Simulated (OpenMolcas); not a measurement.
**W⁴⁺ among point charges: CASSCF and CASPT2 levels and susceptibility**

How does a field of 6 point charges split the states of W⁴⁺, and what χT follows?

Method: state-averaged CASSCF and CASPT2, spin-orbit coupling by RASSI with atomic mean-field integrals. Code: OpenMolcas 26.06.

**1. What is computed**

```
Species                           : W⁴⁺ (tungsten, Z = 74, 70 electrons)
Basis                             : ANO-RCC-VTZP [8s7p5d3f2g1h], 104 functions
Scalar Hamiltonian                : DKH2, point nucleus
Inactive shells                   : 1s 2s 2p 3s 3p 3d 4s 4p 4d 4f 5s 5p
Active space                      : 2 electrons in 5 orbitals (5d)
Some configurations of this space : 5d2
Orbitals                          : optimised for each spin and parity, averaged over all roots
```

Outer shells as boxes (Hund's rule):

5d2
```
5d [↑ ][↑ ][  ][  ][  ]
```

The ion sits among 6 point charges of -1 e arranged as an octahedron (Oh), 1.99 Å from the ion.

Each step is its own input file, run in one work folder so that later steps find the files of earlier ones. Labels, J, g values, rates, χT and fits are worked out afterwards by a script from the matrices that RASSI stores. The input lists half of the charges; inversion (Group=XYZ) makes the rest.

**2. Basis and integrals**

a.inp

```
&GATEWAY
Coord
1

W 0.0 0.0 0.0
Basis=ANO-RCC-VTZP
Group=XYZ
NoMove
AngMom=0.0 0.0 0.0
AMFI
XField
3 Angstrom 0
1.990000 0.000000 0.000000 -1.000000
0.000000 1.990000 0.000000 -1.000000
0.000000 0.000000 1.990000 -1.000000
&SEWARD
```

Command:

```console
> OMP_NUM_THREADS=1 MOLCAS_MEM=1689 MOLCAS_PROJECT=a pymolcas a.inp > a.log
```

Standard output:

```text
Basis set label: W.ANO-RCC...8S7P5D3F2G1H.

      Electronic valence basis set:
      ------------------
      Associated Effective Charge  74.000000 au
      Associated Actual Charge     74.000000 au
      Nuclear Model: Point charge

      Shell  nPrim  nBasis  Cartesian Spherical Contaminant
         s      24       8        X
         p      21       7        X
         d      15       5                 X
         f      11       3                 X
         g       4       2                 X
         h       2       1                 X
                  Relativistic Douglas-Kroll-Hess integrals:
                    - DKH order of Hamiltonian: 2
                    - DKH order of Properties : 0
                  Atomic mean-field integrals
```

**3. CASSCF: triplets of even parity, 10 roots**

a.inp

```
&RASSCF
FileOrb=start.orb
Symmetry=1
Spin=3
nActEl=2 0 0
Inactive=15 19
Ras2=5 0
CIRoot=10 10 1
SDav=10
CIMx=300
Iter=120 100
PrWF=0.3
OrbListing=Nothing
MaxOrb=0
>>> COPY $Project.JobIph JOB001
```

Command:

```console
> OMP_NUM_THREADS=1 MOLCAS_MEM=1689 MOLCAS_PROJECT=a pymolcas a.inp > a.log
```

start.orb holds the contracted functions of the basis, ordered by shell, or the orbitals of the step before.

Standard output (excerpt; [...] marks lines left out):

```text
[...]
      Number of active orbitals                  5
[...]
      Spin quantum number                      1.0
[...]
      Active orbitals                            5   0
[...]
      Number of CSFs                            10
      Number of root(s) required                10
[...]
      Convergence after  9 iterations
[...]
      Natural orbitals and occupation numbers for root  1
      sym 1:   0.920931   0.079069   0.079069   0.920931  -0.000000
      Natural orbitals and occupation numbers for root  2
      sym 1:   0.932482   0.932482   0.067518   0.067518   0.000000
      Natural orbitals and occupation numbers for root  3
      sym 1:   0.067358   0.932642   0.000000   0.932642   0.067358
::    RASSCF root number  1 Total energy: -16130.73049614
::    RASSCF root number  2 Total energy: -16130.73049614
::    RASSCF root number  3 Total energy: -16130.73049614
[...]
::    RASSCF root number  7 Total energy: -16130.66357159
::    RASSCF root number  8 Total energy: -16130.64935085
::    RASSCF root number  9 Total energy: -16130.64935085
::    RASSCF root number 10 Total energy: -16130.64935085
```

**4. CASSCF: singlets of even parity, 15 roots**

a.inp

```
&RASSCF
FileOrb=start.orb
Symmetry=1
Spin=1
nActEl=2 0 0
Inactive=15 19
Ras2=5 0
CIRoot=15 15 1
SDav=15
CIMx=300
Iter=120 100
PrWF=0.3
OrbListing=Nothing
MaxOrb=0
>>> COPY $Project.JobIph JOB002
```

Standard output (excerpt; [...] marks lines left out):

```text
[...]
      Number of active orbitals                  5
[...]
      Spin quantum number                      0.0
[...]
      Active orbitals                            5   0
[...]
      Number of CSFs                            15
      Number of root(s) required                15
[...]
      Convergence after  8 iterations
[...]
      Natural orbitals and occupation numbers for root  1
      sym 1:   0.896817   0.102186   0.000000   0.899963   0.101033
      Natural orbitals and occupation numbers for root  2
      sym 1:   0.097414   0.881283   0.075424   0.945866   0.000014
      Natural orbitals and occupation numbers for root  3
      sym 1:   0.913054   0.915144   0.000000   0.085546   0.086256
::    RASSCF root number  1 Total energy: -16130.67703247
::    RASSCF root number  2 Total energy: -16130.67703247
::    RASSCF root number  3 Total energy: -16130.67703247
[...]
::    RASSCF root number 12 Total energy: -16130.62615625
::    RASSCF root number 13 Total energy: -16130.60158887
::    RASSCF root number 14 Total energy: -16130.60158887
::    RASSCF root number 15 Total energy: -16130.51031238
```

**5. State interaction with spin-orbit coupling**

a.inp

```
&RASSI
NrOfJobIphs=2 10 15
1 2 3 4 5 6 7 8 9 10
1 2 3 4 5 6 7 8 9 10 11 12 13 14 15
IphNames
JOB001
JOB002
EJob
SpinOrbit
DIPRint=1.0
SOCoupling=1000.0
Subsets=2
Property=9
'ANGMOM' 1 'ANGMOM' 2 'ANGMOM' 3 'MLTPL  1' 1 'MLTPL  1' 2 'MLTPL  1' 3
'AMFI' 1 'AMFI' 2 'AMFI' 3
SOProperty=3
'ANGMOM' 1 'ANGMOM' 2 'ANGMOM' 3
```

Standard output (excerpt; [...] marks lines left out):

```text
SPIN-FREE ENERGIES:
  (Shifted by EMIN (a.u.) =     -16130.7304961421)
 SF State       Relative EMIN(au)   Rel lowest level(eV)    D:o, cm**(-1)      L_eff
     1             0.0000000000        0.0000000000              0.0000         3.0
     2             0.0000000000        0.0000000000              0.0000         3.0
     3             0.0000000000        0.0000000000              0.0000         3.0
     4             0.0309846115        0.8431342299           6800.3362         3.0
     5             0.0309846115        0.8431342299           6800.3362         3.0
     6             0.0309846115        0.8431342299           6800.3362         3.0
    11             0.0534636755        1.4548207242          11733.9205         2.6
    12             0.0534636755        1.4548207242          11733.9205         2.6
    13             0.0534636755        1.4548207242          11733.9205         2.6
    14             0.0547445488        1.4896750625          12015.0397         2.9
[...]
Eigenvalues of complex Hamiltonian:
   -----------------------------------
  (Shifted by EMIN (a.u.) =     -16130.7304961421)
 SO State       Relative EMIN(au)   Rel lowest level(eV)    D:o, cm**(-1)     J-value
     1            -0.0249613421        0.0000000001              0.0000         1.9
     2            -0.0249613421        0.0000000000              0.0000         1.4
     3            -0.0205117498        0.1210795749            976.5726         2.0
     4            -0.0205117498        0.1210795749            976.5726         1.5
     5            -0.0205117498        0.1210795751            976.5726         2.0
     6             0.0033913388        0.7715157519           6222.6942         2.5
     7             0.0033913388        0.7715157517           6222.6942         2.5
     8             0.0033913388        0.7715157519           6222.6942         2.6
     9             0.0160634832        1.1163423674           9003.9084         2.9
    10             0.0187430272        1.1892564743           9592.0003         2.4
    11             0.0187430272        1.1892564739           9592.0003         2.4
[...]
```

These steps: 7.4 s of run time, 1 thread of Arm Neoverse V2, shared host.

Spin-free states, with their symmetry labels:

| state | degeneracy | E (cm-1) | free-ion L (%) |
| --- | --- | --- | --- |
| 3T1 | 3 | 0 | F (97) |
| 3T2 | 3 | 6800 | F (100) |
| 1T2 | 3 | 11734 | D (74) |
| 1E | 2 | 12015 | D (60) |
| 3A2 | 1 | 14688 | F (100) |
| 3T1 | 3 | 17809 | P (97) |
| 1T2 | 3 | 20848 | G (74) |
| 1A1 | 1 | 21746 | G (90) |
| 1T1 | 3 | 22900 | G (100) |
| 1E | 2 | 28292 | G (60) |
| 1A1 | 1 | 48325 | S (90) |

With spin-orbit coupling:

```csv
E (cm-1),Degeneracy,Label,2S+1
0.0,2,E,3
976.6,3,T2,3
6223,3,T1,3
9004,1,A1,3
9592,3,T2,3
10735,1,A2,3
13859,3,T1,3
14572,2,E,3
16334,2,E,1
17400,3,T2,1
18875,1,A1,3
20422,3,T2,3
21858,3,T1,3
25730,3,T2,3
26090,2,E,3
28083,1,A1,1
29028,3,T1,1
29086,3,T2,1
35313,2,E,1
55375,1,A1,1
```

Powder χT (cm³ K/mol): 0.00 at 2 K, 0.00 at 5 K, 0.00 at 10 K, 0.00 at 20 K, 0.01 at 50 K, 0.02 at 100 K, 0.03 at 150 K, 0.04 at 200 K, 0.06 at 250 K, 0.07 at 300 K.

A ligand-field fit to the states below 45000 cm-1 gives 10Dq = 7943 cm-1, B = 796 cm-1 and C = 3270 cm-1 (C/B = 4.11), with a deviation of 96 cm-1.

Orbitals of the lowest block (energies include the constant potential of the surroundings):

```
shell     space  energy (hartree)  mean occupation  ⟨r²⟩ (bohr²)
   1s  inactive        -2563.6384            2.000      0.000431
   2s  inactive         -447.9840            2.000       0.00704
   2p  inactive         -393.3235            6.000       0.00582
   3s  inactive         -105.4811            2.000        0.0460
   3p  inactive          -88.8922            6.000        0.0466
   3d  inactive          -69.0186           10.000        0.0390
   4s  inactive          -22.9617            2.000         0.229
   4p  inactive          -17.3908            6.000         0.259
   4d  inactive          -10.0394           10.000         0.304
   4f  inactive           -1.8576           14.000         0.440
   5s  inactive           -3.4311            2.000          1.30
   5p  inactive           -1.9016            6.000          1.70
   5d      RAS2                              2.000          3.25
```

**6. CASPT2: IPEA 0.25, imaginary shift 0.1 (closed shells correlated: 4f 5s 5p)**

a.inp

```
>>> COPY JOB001 $Project.JobIph
&CASPT2
Multistate=10 1 2 3 4 5 6 7 8 9 10
NoMult
Frozen=14 9
IPEA=0.25
Imaginary=0.1
MaxIter=60
WThr=0.0 0.3 0.05
PrWF=0.5
NoMix
>>> COPY JOB002 $Project.JobIph
&CASPT2
Multistate=15 1 2 3 4 5 6 7 8 9 10 11 12 13 14 15
NoMult
Frozen=14 9
IPEA=0.25
Imaginary=0.1
MaxIter=60
WThr=0.0 0.3 0.05
PrWF=0.5
NoMix
```

Command:

```console
> OMP_NUM_THREADS=1 MOLCAS_MEM=1689 MOLCAS_PROJECT=a pymolcas a.inp > a.log
```

Standard output (excerpt; [...] marks lines left out):

```text
[...]
      Active orbitals                            5   0
[...]
      E2 (Variational):          -1.0720766122
      Total energy:          -16131.8025727543
[...]
::    CASPT2 Root  1     Total energy: -16131.80257275
::    CASPT2 Root  2     Total energy: -16131.80207400
[...]
::    CASPT2 Root 12     Total energy: -16131.70689736
::    CASPT2 Root 13     Total energy: -16131.68373795
::    CASPT2 Root 14     Total energy: -16131.68371327
::    CASPT2 Root 15     Total energy: -16131.61012936
```

This run took 11 s in all on 1 thread of Arm Neoverse V2, shared host.

SS-CASPT2: lowest energy less the reference's lowest, -1.0717 hartree; reference weights 0.903 to 0.915.

Spin-free states, with their symmetry labels:

| state | degeneracy | E (cm-1) | free-ion L (%) |
| --- | --- | --- | --- |
| 3T1 | 3 | 0 | F (97) |
| 3T2 | 3 | 6821 | F (100) |
| 1T2 | 3 | 9271 | D (74) |
| 1E | 2 | 10046 | D (60) |
| 3A2 | 1 | 14696 | F (100) |
| 3T1 | 3 | 16085 | P (97) |
| 1T2 | 3 | 18343 | G (74) |
| 1A1 | 1 | 18704 | G (90) |
| 1T1 | 3 | 20845 | G (100) |
| 1E | 2 | 26011 | G (60) |
| 1A1 | 1 | 42163 | S (90) |

With spin-orbit coupling:

```json
{"E (cm-1)": "0", "Degeneracy": "2", "Label": "E", "2S+1": "3"}
{"E (cm-1)": "910", "Degeneracy": "3", "Label": "T2", "2S+1": "3"}
{"E (cm-1)": "6340", "Degeneracy": "3", "Label": "T1", "2S+1": "3"}
{"E (cm-1)": "8920", "Degeneracy": "1", "Label": "A1", "2S+1": "3"}
{"E (cm-1)": "9380", "Degeneracy": "3", "Label": "T2", "2S+1": "3"}
{"E (cm-1)": "10880", "Degeneracy": "1", "Label": "A2", "2S+1": "3"}
{"E (cm-1)": "13910", "Degeneracy": "3", "Label": "T1", "2S+1": "3"}
{"E (cm-1)": "14340", "Degeneracy": "2", "Label": "E", "2S+1": "3"}
{"E (cm-1)": "14910", "Degeneracy": "2", "Label": "E", "2S+1": "3"}
{"E (cm-1)": "15670", "Degeneracy": "3", "Label": "T2", "2S+1": "1"}
{"E (cm-1)": "17140", "Degeneracy": "1", "Label": "A1", "2S+1": "3"}
{"E (cm-1)": "19700", "Degeneracy": "3", "Label": "T2", "2S+1": "3"}
{"E (cm-1)": "20260", "Degeneracy": "3", "Label": "T1", "2S+1": "3"}
{"E (cm-1)": "24360", "Degeneracy": "3", "Label": "T2", "2S+1": "3"}
{"E (cm-1)": "24450", "Degeneracy": "2", "Label": "E", "2S+1": "3"}
{"E (cm-1)": "25290", "Degeneracy": "1", "Label": "A1", "2S+1": "1"}
{"E (cm-1)": "27190", "Degeneracy": "3", "Label": "T1", "2S+1": "1"}
{"E (cm-1)": "27260", "Degeneracy": "3", "Label": "T2", "2S+1": "1"}
{"E (cm-1)": "33260", "Degeneracy": "2", "Label": "E", "2S+1": "1"}
{"E (cm-1)": "49550", "Degeneracy": "1", "Label": "A1", "2S+1": "1"}
```

Powder χT (cm³ K/mol): 0.00 at 2 K, 0.00 at 5 K, 0.00 at 10 K, 0.00 at 20 K, 0.01 at 50 K, 0.02 at 100 K, 0.04 at 150 K, 0.05 at 200 K, 0.06 at 250 K, 0.08 at 300 K.

A ligand-field fit to the states below 45000 cm-1 gives 10Dq = 8042 cm-1, B = 687 cm-1 and C = 2664 cm-1 (C/B = 3.88), with a deviation of 222 cm-1.

**7. The methods side by side**

A. CASSCF
B. SS-CASPT2, IPEA 0.25, imaginary shift 0.1 (closed shells correlated: 4f 5s 5p)

```csv
method,ground state,first state of that spin (cm-1),first gap with spin-orbit (cm-1),χT at 300 K
A,3T1,3T2 6800,976.6,0.07
B,3T1,3T2 6821,914.3,0.08
```

**8. Outcome**

```
                                            quantity                                                                           value
                                              method  SS-CASPT2, IPEA 0.25, imaginary shift 0.1 (closed shells correlated: 4f 5s 5p)
                              spin-free ground state                                                 3T1, 3-fold in its orbital part
first state of the same spin within the active space                                                                3T2 at 6820 cm⁻¹
                                        lowest level                                                  2-fold E, g = 0.00, 0.00, 0.00
                                          next level                                                                      914.3 cm⁻¹
                                         χT at 300 K                                                                  0.08 cm³ K/mol
                           effective moment at 300 K                                                                         0.78 μB
```

Cost by method:

| method | time of its own steps | time with the reference |
| --- | --- | --- |
| A. CASSCF | 7.4 s | 7.4 s |
| B. SS-CASPT2, IPEA 0.25, imaginary shift 0.1, +4f 5s 5p | 11 s | 18 s |

Times are of one thread on a shared host.

What this shows: The spin-free ground state (3T1) comes to 97 % from free-ion F terms and keeps the highest spin of the shell. χT at 300 K is 0.08, against 1.00 cm³ K/mol for the spin alone, so spin-orbit coupling lowers it. A ligand-field fit to the states below 45000 cm-1 gives 10Dq = 8042 cm-1, B = 687 cm-1 and C = 2664 cm-1 (C/B = 3.88), with a deviation of 222 cm-1. CASPT2 does not keep the components of a term degenerate, and the means are used. The field of point charges can differ much from that of real complexes. This is an electrostatic model: the charges have no orbitals.
